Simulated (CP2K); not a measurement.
**GFN2-xTB run of C3H4F4 (SMILES FC(F)CC(F)F)**

Aim: the energy difference between two shapes of C3H4F4 at GFN2-xTB, from 2 runs. 

The results are computed with CP2K 2026.2.

5 further runs of the same task are left out: 1 that didn't finish, 4 set aside as unsound or not needed.

## (1) Starting point

The species is C3H4F4 (11 atoms), meant as a singlet with charge 0. SMILES: `FC(F)CC(F)F`. The shape comes from a force field and isn't a relaxed structure. This is one conformer, not always the lowest.

Bond lengths: F1–C2 1.327 Å, C2–F3 1.335 Å, C2–C4 1.516 Å, C4–C5 1.432 Å, C5–F6 1.353 Å, C5–F7 1.384 Å, C2–H8 1.112 Å, C4–H9 1.146 Å, C4–H10 1.103 Å, C5–H11 1.081 Å. Some angles: F1–C2–F3 103.1°, F1–C2–C4 113.8°, F3–C2–C4 107.5°, C2–C4–C5 113.0°, C4–C5–F6 110.4°, C4–C5–F7 109.4°, F6–C5–F7 105.5°, F1–C2–H8 111.6°, F3–C2–H8 109.2°, C4–C2–H8 111.1°.

## (2) Energy and gradient at GFN2-xTB

Input file molecule.pdb:

```
HETATM    1 F    MOL A   1      -1.760  -1.141   1.145  1.00  0.00           F
HETATM    2 C    MOL A   1      -0.559  -0.615   0.938  1.00  0.00           C
HETATM    3 F    MOL A   1       0.244  -1.682   0.941  1.00  0.00           F
HETATM    4 C    MOL A   1      -0.413   0.063  -0.410  1.00  0.00           C
HETATM    5 C    MOL A   1       0.913   0.547  -0.652  1.00  0.00           C
HETATM    6 F    MOL A   1       0.967   1.201  -1.835  1.00  0.00           F
HETATM    7 F    MOL A   1       1.240   1.489   0.308  1.00  0.00           F
HETATM    8 H    MOL A   1      -0.263   0.068   1.764  1.00  0.00           H
HETATM    9 H    MOL A   1      -1.201   0.895  -0.410  1.00  0.00           H
HETATM   10 H    MOL A   1      -0.763  -0.650  -1.175  1.00  0.00           H
HETATM   11 H    MOL A   1       1.659  -0.233  -0.593  1.00  0.00           H
END
```

Input file job.inp:

```
&GLOBAL
  PROJECT_NAME job
  RUN_TYPE ENERGY_FORCE
  PRINT_LEVEL MEDIUM
&END GLOBAL

&FORCE_EVAL
  METHOD QS
  &DFT
    CHARGE 0
    MULTIPLICITY 1
    &QS
      METHOD XTB
      EPS_DEFAULT 1.0E-10
      &XTB
        GFN_TYPE TBLITE
        &TBLITE
          METHOD GFN2
        &END TBLITE
        CHECK_ATOMIC_CHARGES F
      &END XTB
    &END QS
    &POISSON
      PERIODIC NONE
      POISSON_SOLVER ANALYTIC
    &END POISSON
    &SCF
      SCF_GUESS ATOMIC
      EPS_SCF 1.0E-06
      MAX_SCF 150
      ADDED_MOS 8
      &DIAGONALIZATION
        ALGORITHM STANDARD
      &END DIAGONALIZATION
      &MIXING
        METHOD DIRECT_P_MIXING
        ALPHA 0.4
      &END MIXING
      &SMEAR ON
        METHOD FERMI_DIRAC
        ELECTRONIC_TEMPERATURE [K] 300
      &END SMEAR
    &END SCF
    &PRINT
      &MOMENTS
        PERIODIC F
        REFERENCE COM
        MAX_MOMENT 1
      &END MOMENTS
      &MO ON
        ENERGIES T
        OCCUPATION_NUMBERS T
        NDIGITS 6
        &EACH
          QS_SCF 0
        &END EACH
        ADD_LAST NUMERIC
      &END MO
      &HIRSHFELD OFF
      &END HIRSHFELD
    &END PRINT
  &END DFT
  &SUBSYS
    &CELL
      ABC [angstrom] 11.4 11.2 11.6
      PERIODIC NONE
    &END CELL
    &TOPOLOGY
      COORD_FILE_NAME molecule.pdb
      COORD_FILE_FORMAT PDB
      CONN_FILE_FORMAT OFF
      &CENTER_COORDINATES
      &END CENTER_COORDINATES
    &END TOPOLOGY
  &END SUBSYS
  &PRINT
    &FORCES ON
    &END FORCES
  &END PRINT
&END FORCE_EVAL
```

Run with:

```console
OMP_NUM_THREADS=1 cp2k.psmp job.inp > job.out
```

Output:

```text
CP2K| version string:                                       CP2K version 2026.2
[...]
 GLOBAL| Method name                                                        CP2K
[...]
 GLOBAL| Run type                                                   ENERGY_FORCE
[...]
                             - Atoms:                                         11
[...]
                             - Spherical basis functions:                     32
[...]
 Number of electrons:                                                         44
[...]
  *** SCF run converged in    12 steps ***
[...]
  Fermi energy:                                                -0.07644455891147
[...]
 TB_DIPOLE| Moment [Debye]         -0.53055829      -0.10636763      -0.38983173
 TB_DIPOLE| Derivative [a.u.]       0.00000000       0.00000000       0.00000000
[...]
 ENERGY| Total FORCE_EVAL ( QS ) energy [hartree]            -27.389436011488915
 FORCES| Atomic forces [hartree/bohr]
 FORCES|   Atom     x               y               z               |f|
 FORCES|      1 -1.80846627E-02  5.64595235E-03  1.53832101E-03   1.90078467E-02
 FORCES|      2  1.41638221E-02  8.03497662E-03  3.05463898E-03   1.65682082E-02
 FORCES|      3  1.93832354E-02 -1.49615472E-02  5.58721185E-03   2.51152274E-02
 FORCES|      4 -8.91778738E-02 -1.94941572E-03  2.24382826E-03   8.92273958E-02
 FORCES|      5  3.11882050E-02  3.28347075E-02  1.05188193E-03   4.52982185E-02
 FORCES|      6  5.93275791E-03 -2.57655729E-03  5.70005583E-04   6.49316335E-03
 FORCES|      7  1.14217029E-03 -5.04916630E-03 -7.19172618E-03   8.86112626E-03
 FORCES|      8 -4.85307729E-03 -6.66824614E-03 -6.17216237E-04   8.27035801E-03
 FORCES|      9  2.08947360E-02 -1.27251988E-02 -2.47343300E-03   2.45893991E-02
 FORCES|     10  6.97392413E-03  2.54753413E-03  6.97750636E-04   7.45737245E-03
 FORCES|     11  1.24367630E-02 -5.13303914E-03 -4.46126284E-03   1.41747674E-02
 FORCES| Sum    -1.04083409E-17  1.47451495E-16  6.67868538E-17
 FORCES| Total atomic force                                       1.62205921E-16
[...]
```

Run time: 0.96 s. Hardware: 1 thread of Intel Xeon 6975P-C (Granite Rapids), shared host; peak memory 0.19 GiB.

## (3) The distorted shape at the same level

Input file molecule.pdb:

```
HETATM    1 F    MOL A   1      -1.729  -1.162   1.197  1.00  0.00           F
HETATM    2 C    MOL A   1      -0.537  -0.539   0.916  1.00  0.00           C
HETATM    3 F    MOL A   1       0.138  -1.709   0.934  1.00  0.00           F
HETATM    4 C    MOL A   1      -0.385  -0.010  -0.405  1.00  0.00           C
HETATM    5 C    MOL A   1       0.892   0.644  -0.652  1.00  0.00           C
HETATM    6 F    MOL A   1       1.050   1.250  -1.877  1.00  0.00           F
HETATM    7 F    MOL A   1       1.302   1.501   0.342  1.00  0.00           F
HETATM    8 H    MOL A   1      -0.198   0.071   1.890  1.00  0.00           H
HETATM    9 H    MOL A   1      -1.267   0.898  -0.408  1.00  0.00           H
HETATM   10 H    MOL A   1      -0.686  -0.705  -1.114  1.00  0.00           H
HETATM   11 H    MOL A   1       1.649  -0.246  -0.633  1.00  0.00           H
END
```

Input file calc.inp:

```
&GLOBAL
    PROJECT calc
    RUN_TYPE ENERGY_FORCE
    PRINT_LEVEL MEDIUM
&END

&FORCE_EVAL
    METHOD QUICKSTEP
    &DFT
        CHARGE 0
        MULTIPLICITY 1
        &QS
            METHOD XTB
            EPS_DEFAULT 1.0E-10
            &XTB
                GFN_TYPE TBLITE
                &TBLITE
                    METHOD GFN2
                &END
                CHECK_ATOMIC_CHARGES F
            &END
        &END
        &POISSON
            PERIODIC NONE
            POISSON_SOLVER ANALYTIC
        &END
        &SCF
            SCF_GUESS ATOMIC
            EPS_SCF 1.0E-06
            MAX_SCF 150
            ADDED_MOS 8
            &DIAGONALIZATION
                ALGORITHM STANDARD
            &END
            &MIXING
                METHOD DIRECT_P_MIXING
                ALPHA 0.4
            &END
            &SMEAR ON
                METHOD FERMI_DIRAC
                ELECTRONIC_TEMPERATURE [K] 300
            &END
        &END
        &PRINT
            &MOMENTS
                PERIODIC F
                REFERENCE COM
                MAX_MOMENT 1
            &END
            &MO ON
                ENERGIES T
                OCCUPATION_NUMBERS T
                NDIGITS 6
                &EACH
                    QS_SCF 0
                &END
                ADD_LAST NUMERIC
            &END
            &HIRSHFELD OFF
            &END
        &END
    &END
    &SUBSYS
        &CELL
            ABC [angstrom] 11.4 11.2 11.8
            PERIODIC NONE
        &END
        &TOPOLOGY
            COORD_FILE_NAME molecule.pdb
            COORD_FILE_FORMAT PDB
            CONN_FILE_FORMAT OFF
            &CENTER_COORDINATES
            &END
        &END
    &END
    &PRINT
        &FORCES ON
        &END
    &END
&END
```

Run with:

```console
OMP_NUM_THREADS=1 cp2k.psmp -i calc.inp -o calc.out
```

Output:

```text
CP2K| version string:                                       CP2K version 2026.2
[...]
 GLOBAL| Method name                                                        CP2K
[...]
 GLOBAL| Run type                                                   ENERGY_FORCE
[...]
                             - Atoms:                                         11
[...]
                             - Spherical basis functions:                     32
[...]
 Number of electrons:                                                         44
[...]
  *** SCF run converged in    12 steps ***
[...]
  Fermi energy:                                                -0.15931945459247
[...]
 TB_DIPOLE| Moment [Debye]         -0.43953075       0.25447360      -0.55376935
 TB_DIPOLE| Derivative [a.u.]       0.00000000       0.00000000       0.00000000
[...]
 ENERGY| Total FORCE_EVAL ( QS ) energy [hartree]            -27.350644049174743
 FORCES| Atomic forces [hartree/bohr]
 FORCES|   Atom     x               y               z               |f|
 FORCES|      1 -2.28629142E-02  3.59868522E-02 -3.96130741E-03   4.28189016E-02
 FORCES|      2  3.83095403E-03 -4.49015299E-02  8.03819578E-02   9.21524972E-02
 FORCES|      3  4.70968941E-02 -1.39798814E-02  5.48394495E-03   4.94330675E-02
 FORCES|      4 -8.66493554E-02  1.07985442E-01 -4.72867176E-03   1.38532764E-01
 FORCES|      5  6.88005611E-02 -2.51764219E-02 -7.39234793E-03   7.36343414E-02
 FORCES|      6 -9.57494057E-03 -3.82446508E-03  2.28471771E-02   2.50659036E-02
 FORCES|      7 -1.14998432E-02 -4.27029446E-03 -1.66609181E-02   2.06898043E-02
 FORCES|      8 -1.37838778E-02 -1.61951798E-02 -3.82067069E-02   4.37267834E-02
 FORCES|      9  3.50856722E-02 -3.74452125E-02 -6.97642182E-03   5.17862800E-02
 FORCES|     10 -4.75504752E-03 -2.36534903E-02 -2.79807530E-02   3.69461855E-02
 FORCES|     11 -5.68810270E-03  2.54741810E-02 -2.80595289E-03   2.62518910E-02
 FORCES| Sum    -2.38524478E-16  2.77555756E-17  3.03576608E-17
 FORCES| Total atomic force                                       2.42045215E-16
[...]
```

It took 1 s on 1 thread of Intel Xeon 6975P-C (Granite Rapids), shared host; peak memory 0.19 GiB.

## (4) Summary of results

Level: GFN2-xTB.

```
                                                  quantity         value
                                 first shape: total energy  -27.38944 Eh
    first shape: dipole moment (from atomic charges alone)        0.67 D
                                  first shape: HOMO energy     -13.31 eV
                                  first shape: LUMO energy      -1.20 eV
                                first shape: HOMO–LUMO gap      12.11 eV
                     first shape: largest force on an atom    4.588 eV/Å
                             distorted shape: total energy  -27.35064 Eh
distorted shape: dipole moment (from atomic charges alone)        0.75 D
                              distorted shape: HOMO energy     -13.20 eV
                              distorted shape: LUMO energy      -3.46 eV
                            distorted shape: HOMO–LUMO gap       9.74 eV
                 distorted shape: largest force on an atom    7.124 eV/Å
                    energy change with the atoms displaced      1.056 eV
```

What this shows: With the atoms displaced the energy rises by 1.06 eV (24 kcal/mol). The first shape isn't relaxed at this level, so the change isn't measured from a minimum. The largest force (first shape) is 4.59 eV/Å: the shape isn't a stationary point for this species at this level. The dipole (first shape) comes from point charges on the atoms alone, without atomic dipoles, so it is partial. The dipole (distorted shape) comes from point charges on the atoms alone, without atomic dipoles, so it is partial.
